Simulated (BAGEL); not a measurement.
# One shape, several levels: doublet C2H4NSi

We compute a comparison of 4 runs (UHF/STO-3G, UHF/3-21G, ROHF/6-31G*, ROHF/cc-pVDZ) of doublet C2H4NSi. 

The results are computed with BAGEL 1.2.2.

6 further runs of the same task are left out: 2 that didn't finish, 4 set aside as unsound or not needed.

## (1) The system as given

C2H4NSi: 8 atoms, total charge 0, spin state doublet. As SMILES of the parent species, `N#CC[SiH2-]`. The shape is that of a GFN2-xTB optimisation. This is one conformer, not always the lowest. That shape belongs to the parent species and isn't relaxed for this state.

Bond lengths: N1–C2 1.155 Å, C2–C3 1.400 Å, C3–Si4 1.969 Å, C3–H5 1.096 Å, C3–H6 1.093 Å, Si4–H7 1.496 Å, Si4–H8 1.485 Å. Angles: N1–C2–C3 177.3°, C2–C3–Si4 110.9°, C2–C3–H5 109.2°, C2–C3–H6 110.2°, Si4–C3–H5 110.5°, Si4–C3–H6 107.1°, C3–Si4–H7 96.6°, C3–Si4–H8 99.6°, H5–C3–H6 108.8°, H7–Si4–H8 100.2°.

## (2) The energy at UHF/STO-3G (density fitting with qzvpp-jkfit) (run 1)

The input, hf.json:

```json
{ "bagel": [

{
  "title": "molecule",
  "basis": "sto-3g",
  "df_basis": "qzvpp-jkfit",
  "angstrom": "true",
  "geometry": [
    { "atom": "N", "xyz": [       1.074570,       0.084650,       2.358550 ] },
    { "atom": "C", "xyz": [       0.692590,       0.336440,       1.297840 ] },
    { "atom": "C", "xyz": [       0.204010,       0.579900,       0.008390 ] },
    { "atom": "Si", "xyz": [      -1.177800,      -0.735930,      -0.478240 ] },
    { "atom": "H", "xyz": [       1.035420,       0.546420,      -0.705230 ] },
    { "atom": "H", "xyz": [      -0.261840,       1.567640,      -0.038230 ] },
    { "atom": "H", "xyz": [      -1.218640,      -0.411890,      -1.937980 ] },
    { "atom": "H", "xyz": [      -0.348310,      -1.967210,      -0.505100 ] }
  ]
},

{ "title": "uhf", "nopen": 1 },

{ "title": "print", "file": "orbitals.molden", "orbitals": "true" }

]}
```

Started as:

```sh
$ BAGEL_NUM_THREADS=1 BAGEL hf.json > hf.out
```

What it wrote:

```text
* using 1 threads per process

  ===============================================================
  ===============================================================

  *** Geometry ***

  { "atom" : "N", "xyz" : [      2.030643,      0.159965,      4.457014 ] },
  { "atom" : "C", "xyz" : [      1.308805,      0.635779,      2.452562 ] },
  { "atom" : "C", "xyz" : [      0.385523,      1.095852,      0.015855 ] },
  { "atom" : "Si", "xyz" : [     -2.225719,     -1.390706,     -0.903743 ] },
  { "atom" : "H", "xyz" : [      1.956660,      1.032584,     -1.332692 ] },
  { "atom" : "H", "xyz" : [     -0.494806,      2.962410,     -0.072244 ] },
  { "atom" : "H", "xyz" : [     -2.302896,     -0.778359,     -3.662251 ] },
  { "atom" : "H", "xyz" : [     -0.658211,     -3.717488,     -0.954501 ] },

  Number of auxiliary basis functions:      427

  Since a DF basis is specified, we compute 2- and 3-index integrals:
    o Being stored without compression. Storage requirement is 0.003 GB

  Number of basis functions:       28
  Number of electrons      :       37

    * METHOD: MOLECULE                             0.13

  *** Open-shell HF ***

  === Nuclear Repulsion ===
   128.2816932792

      * DIIS with orbital gradients will be used.

  === UHF iteration (sto-3g) ===
      0       -416.25568937          0.05183703           0.02
      1       -416.30428077          0.04820323           0.03
      2       -416.32722750          0.04243805           0.03
      3       -416.40046869          0.00131667           0.02
      4       -416.40086793          0.00035117           0.03
      5       -416.40092229          0.00013127           0.02
      6       -416.40094477          0.00005559           0.03
      7       -416.40095411          0.00002535           0.03
      8       -416.40095748          0.00000671           0.02
      9       -416.40095788          0.00000408           0.03
[... 13 lines of this table left out ...]
     23       -416.40096160          0.00000003           0.02
     24       -416.40096164          0.00000003           0.02
     25       -416.40096164          0.00000001           0.02
     26       -416.40096164          0.00000000           0.02
    * SCF iteration converged.

    * S^2 (UHF) is 0.7516

    * Permanent dipole moment:
           (    1.118846,    -0.039743,     0.980747) a.u.

    * METHOD: UHF                                  0.74

    * METHOD: PRINT                                0.00

  ===============================================================
```

Run time: 0.98 s. Hardware: 1 thread of Arm Neoverse V1, shared host; peak memory 0.081 GiB.

## (3) The energy at UHF/3-21G (density fitting with qzvpp-jkfit) (run 2)

The input, input.json:

```json
{ "bagel": [

{
  "title": "molecule",
  "basis": "3-21g",
  "df_basis": "qzvpp-jkfit",
  "angstrom": true,
  "geometry": [
    { "atom": "N", "xyz": [       1.074570,       0.084650,       2.358550 ] },
    { "atom": "C", "xyz": [       0.692590,       0.336440,       1.297840 ] },
    { "atom": "C", "xyz": [       0.204010,       0.579900,       0.008390 ] },
    { "atom": "Si", "xyz": [      -1.177800,      -0.735930,      -0.478240 ] },
    { "atom": "H", "xyz": [       1.035420,       0.546420,      -0.705230 ] },
    { "atom": "H", "xyz": [      -0.261840,       1.567640,      -0.038230 ] },
    { "atom": "H", "xyz": [      -1.218640,      -0.411890,      -1.937980 ] },
    { "atom": "H", "xyz": [      -0.348310,      -1.967210,      -0.505100 ] }
  ]
},

{ "title": "uhf", "nopen": 1 },

{ "title": "print", "file": "orbitals.molden", "orbitals": true }

]}
```

Started as:

```sh
$ BAGEL_NUM_THREADS=1 BAGEL input.json > input.out
```

What it wrote:

```text
* using 1 threads per process

  ===============================================================
  ===============================================================

  *** Geometry ***

  { "atom" : "N", "xyz" : [      2.030643,      0.159965,      4.457014 ] },
  { "atom" : "C", "xyz" : [      1.308805,      0.635779,      2.452562 ] },
  { "atom" : "C", "xyz" : [      0.385523,      1.095852,      0.015855 ] },
  { "atom" : "Si", "xyz" : [     -2.225719,     -1.390706,     -0.903743 ] },
  { "atom" : "H", "xyz" : [      1.956660,      1.032584,     -1.332692 ] },
  { "atom" : "H", "xyz" : [     -0.494806,      2.962410,     -0.072244 ] },
  { "atom" : "H", "xyz" : [     -2.302896,     -0.778359,     -3.662251 ] },
  { "atom" : "H", "xyz" : [     -0.658211,     -3.717488,     -0.954501 ] },

  Number of auxiliary basis functions:      427

  Since a DF basis is specified, we compute 2- and 3-index integrals:
    o Being stored without compression. Storage requirement is 0.008 GB

  Number of basis functions:       48
  Number of electrons      :       37

    * METHOD: MOLECULE                             0.13

  *** Open-shell HF ***

  === Nuclear Repulsion ===
   128.2816932792

      * DIIS with orbital gradients will be used.

  === UHF iteration (3-21g) ===
      0       -418.96034575          0.05094633           0.05
      1       -419.03383473          0.04585622           0.05
      2       -419.04470102          0.04373707           0.05
      3       -419.11769891          0.00182984           0.05
      4       -419.11818941          0.00064935           0.05
      5       -419.11826130          0.00020411           0.05
      6       -419.11828848          0.00007380           0.05
      7       -419.11829840          0.00003527           0.05
      8       -419.11830287          0.00001751           0.05
      9       -419.11830455          0.00000499           0.05
[... 14 lines of this table left out ...]
     24       -419.11830702          0.00000002           0.05
     25       -419.11830702          0.00000002           0.05
     26       -419.11830702          0.00000001           0.05
     27       -419.11830702          0.00000001           0.05
    * SCF iteration converged.

    * S^2 (UHF) is 0.7530

    * Permanent dipole moment:
           (    0.986047,    -0.208241,     1.221648) a.u.

    * METHOD: UHF                                  1.39

    * METHOD: PRINT                                0.01

  ===============================================================
```

Wall time 1.6 s (1 thread of Arm Neoverse V1, shared host); peak memory 0.081 GiB.

## (4) A single-point energy at ROHF/6-31G(d) (density fitting with qzvpp-jkfit, spherical functions) (run 3)

The input, input.json:

```json
{ "bagel" : [

{
  "title" : "molecule",
  "basis" : "6-31gs.json",
  "df_basis" : "qzvpp-jkfit",
  "angstrom" : true,
  "geometry" : [
    { "atom" : "N", "xyz" : [    1.074570,    0.084650,    2.358550 ] },
    { "atom" : "C", "xyz" : [    0.692590,    0.336440,    1.297840 ] },
    { "atom" : "C", "xyz" : [    0.204010,    0.579900,    0.008390 ] },
    { "atom" : "Si", "xyz" : [   -1.177800,   -0.735930,   -0.478240 ] },
    { "atom" : "H", "xyz" : [    1.035420,    0.546420,   -0.705230 ] },
    { "atom" : "H", "xyz" : [   -0.261840,    1.567640,   -0.038230 ] },
    { "atom" : "H", "xyz" : [   -1.218640,   -0.411890,   -1.937980 ] },
    { "atom" : "H", "xyz" : [   -0.348310,   -1.967210,   -0.505100 ] }
  ]
},
{ "title" : "rohf", "nopen" : 1 },
{ "title" : "print", "file" : "orbitals.molden", "orbitals" : true }

]}
```

The basis set 6-31G* is read from a file made from the Basis Set Exchange's data (not shown).

Started as:

```sh
$ BAGEL_NUM_THREADS=1 BAGEL input.json > input.out
```

What it wrote:

```text
* using 1 threads per process

  ===============================================================
  ===============================================================

  *** Geometry ***

  { "atom" : "N", "xyz" : [      2.030643,      0.159965,      4.457014 ] },
  { "atom" : "C", "xyz" : [      1.308805,      0.635779,      2.452562 ] },
  { "atom" : "C", "xyz" : [      0.385523,      1.095852,      0.015855 ] },
  { "atom" : "Si", "xyz" : [     -2.225719,     -1.390706,     -0.903743 ] },
  { "atom" : "H", "xyz" : [      1.956660,      1.032584,     -1.332692 ] },
  { "atom" : "H", "xyz" : [     -0.494806,      2.962410,     -0.072244 ] },
  { "atom" : "H", "xyz" : [     -2.302896,     -0.778359,     -3.662251 ] },
  { "atom" : "H", "xyz" : [     -0.658211,     -3.717488,     -0.954501 ] },

  Number of auxiliary basis functions:      427

  Since a DF basis is specified, we compute 2- and 3-index integrals:
    o Being stored without compression. Storage requirement is 0.016 GB

  Number of basis functions:       68
  Number of electrons      :       37

    * METHOD: MOLECULE                             0.17

  *** Open-shell HF ***

  === Nuclear Repulsion ===
   128.2816932792

      * DIIS with orbital gradients will be used.

  === ROHF iteration (6-31gs.json) ===
      0       -421.14169632          0.04376329           0.07
      1       -421.25608344          0.03826824           0.07
      2       -421.27910842          0.03419851           0.07
      3       -421.36336998          0.00213667           0.07
      4       -421.36412041          0.00072117           0.07
      5       -421.36425009          0.00018369           0.07
      6       -421.36427752          0.00005343           0.07
      7       -421.36428536          0.00001998           0.07
      8       -421.36428757          0.00000869           0.07
      9       -421.36428811          0.00000400           0.07
     10       -421.36428825          0.00000192           0.07
     11       -421.36428832          0.00000087           0.07
     12       -421.36428830          0.00000030           0.07
     13       -421.36428829          0.00000013           0.07
     14       -421.36428829          0.00000005           0.07
     15       -421.36428829          0.00000002           0.07
     16       -421.36428829          0.00000001           0.07
    * SCF iteration converged.

    * S^2 (ROHF) is 0.7500

    * Permanent dipole moment:
           (    0.969621,    -0.234686,     1.331234) a.u.

    * METHOD: ROHF                                 1.34

    * METHOD: PRINT                                0.01

  ===============================================================
```

Wall time 1.6 s (1 thread of Arm Neoverse V1, shared host); peak memory 0.089 GiB.

## (5) A single-point energy at ROHF/cc-pVDZ (density fitting with qzvpp-jkfit) (run 4)

Changes to hf.json since step 2:

```diff
@@ -4,5 +4,5 @@
   "title": "molecule",
-  "basis": "sto-3g",
+  "basis": "cc-pvdz.json",
   "df_basis": "qzvpp-jkfit",
-  "angstrom": "true",
+  "angstrom": true,
   "geometry": [
@@ -19,5 +19,5 @@
 
-{ "title": "uhf", "nopen": 1 },
+{ "title": "rohf", "nopen": 1 },
 
-{ "title": "print", "file": "orbitals.molden", "orbitals": "true" }
+{ "title": "print", "file": "orbitals.molden", "orbitals": true }
```

The basis set cc-pVDZ is read from a file made from the Basis Set Exchange's data (not shown).

Started as:

```sh
$ BAGEL_NUM_THREADS=1 BAGEL hf.json > hf.out
```

What it wrote:

```text
* using 1 threads per process

  ===============================================================
  ===============================================================

  *** Geometry ***

  { "atom" : "N", "xyz" : [      2.030643,      0.159965,      4.457014 ] },
  { "atom" : "C", "xyz" : [      1.308805,      0.635779,      2.452562 ] },
  { "atom" : "C", "xyz" : [      0.385523,      1.095852,      0.015855 ] },
  { "atom" : "Si", "xyz" : [     -2.225719,     -1.390706,     -0.903743 ] },
  { "atom" : "H", "xyz" : [      1.956660,      1.032584,     -1.332692 ] },
  { "atom" : "H", "xyz" : [     -0.494806,      2.962410,     -0.072244 ] },
  { "atom" : "H", "xyz" : [     -2.302896,     -0.778359,     -3.662251 ] },
  { "atom" : "H", "xyz" : [     -0.658211,     -3.717488,     -0.954501 ] },

  Number of auxiliary basis functions:      427

  Since a DF basis is specified, we compute 2- and 3-index integrals:
    o Being stored without compression. Storage requirement is 0.022 GB

  Number of basis functions:       80
  Number of electrons      :       37

    * METHOD: MOLECULE                             0.18

  *** Open-shell HF ***

  === Nuclear Repulsion ===
   128.2816932792

      * DIIS with orbital gradients will be used.

  === ROHF iteration (cc-pvdz.json) ===
      0       -421.20035938          0.02892815           0.09
      1       -421.31492090          0.02450810           0.09
      2       -421.33502281          0.02117182           0.08
      3       -421.39181229          0.00209365           0.08
      4       -421.39277474          0.00073622           0.09
      5       -421.39296011          0.00018239           0.09
      6       -421.39299913          0.00005858           0.09
      7       -421.39301057          0.00002075           0.09
      8       -421.39301300          0.00001075           0.09
      9       -421.39301387          0.00000635           0.09
     10       -421.39301404          0.00000284           0.09
     11       -421.39301407          0.00000097           0.09
     12       -421.39301409          0.00000049           0.09
     13       -421.39301408          0.00000017           0.09
     14       -421.39301407          0.00000007           0.09
     15       -421.39301407          0.00000005           0.09
     16       -421.39301406          0.00000002           0.09
     17       -421.39301406          0.00000001           0.09
    * SCF iteration converged.

    * S^2 (ROHF) is 0.7500

    * Permanent dipole moment:
           (    0.899809,    -0.231185,     1.323104) a.u.

    * METHOD: ROHF                                 1.71

    * METHOD: PRINT                                0.02

  ===============================================================
```

Run time: 2 s. Hardware: 1 thread of Arm Neoverse V1, shared host; peak memory 0.1 GiB.

## (6) The series

```csv
run,level,energy (Eh),dipole moment (D),⟨S²⟩,wall time
1,UHF/STO-3G (density fitting with qzvpp-jkfit),-416.400962,3.78,0.752,0.98 s
2,UHF/3-21G (density fitting with qzvpp-jkfit),-419.118307,4.03,0.753,1.6 s
3,"ROHF/6-31G* (density fitting with qzvpp-jkfit, spherical functions)",-421.364288,4.23,0.750,1.6 s
4,ROHF/cc-pVDZ (density fitting with qzvpp-jkfit),-421.393014,4.11,0.750,2 s
```

## (7) What came out

| quantity | value |
| --- | --- |
| run 4: total energy | -421.39301 Eh |
| run 4: dipole moment | 4.11 D |
| run 4: ⟨S²⟩ | 0.750 |

What this shows: The dipole moment (its size) runs from 3.78 D (UHF/STO-3G) to 4.23 D (ROHF/6-31G*). The two ends differ in method and basis. In run 1 the basis is minimal, so the values are rough. All runs together took 6.3 s, the longest 2 s.
